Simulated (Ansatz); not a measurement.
# TiCl2 (triplet): geometry optimisation

Aim: relax a generated start of TiCl2 (triplet) and see which bonds hold.

The runs use Ansatz 0.2.0, Gaussian basis; UKS PBE0/def2-SVP.

2 further runs of the same task are left out: 2 that didn't finish.

## 1. The starting structure

3 atoms, charge 0, spin multiplicity 3.

Atoms are counted from 1 here; the program's logs count them from 0.

Bond lengths: Ti1–Cl2 2.146 Å, Ti1–Cl3 2.146 Å. Angles: Cl2–Ti1–Cl3 103.5°.

Coordinates:

```
Ti   -0.3603   -0.0979    0.4646
Cl    1.0445   -1.6042   -0.1385
Cl   -1.1749    0.6016   -1.3934
```

The start is a generated structure. Sticks and bond lists go by distance. 

## 2. The run

The input, in.yaml:

```yaml
crystal:
  periodic: [false, false, false]
  atoms:
    - {symbol: Ti, position_ang: [-0.360310, -0.097950, 0.464580]}
    - {symbol: Cl, position_ang: [1.044480, -1.604200, -0.138470]}
    - {symbol: Cl, position_ang: [-1.174910, 0.601550, -1.393370]}
basis:
  gaussian: {orbitals: def2-SVP}
magnetization: {spin_polarized: true, initial_magnetization: 2}
hamiltonian: {xc: pbe0}
relax: {f_tol: 0.01, max_steps: 150}
```

Launch:

```bash
> ansatz run in.yaml --threads 1 --pin off --events-out ev --progress --plain --max-ram 24576MiB --backend cuda --devices 0, --max-vram 18GiB
```

Before running it: what results should come out? Wanted: energy gained; shift from the start; total energy; dipole moment; ⟨S²⟩.

As calculated:

| quantity | value |
| --- | --- |
| steps | 12 |
| energy gained | 0.469 eV |
| shift from the start (rms) | 0.754 Å |
| total energy | -48138.7196 eV |
| dipole moment | 0.12 D |
| ⟨S²⟩ | 2.010 |

**Reading.** The bonds of the start are those of the end. Ti1–Cl3 went from 2.146 to 2.229 Å. No vibrations were run, so this is a stationary point, not a proven minimum, and this spin need not be the ground state's.
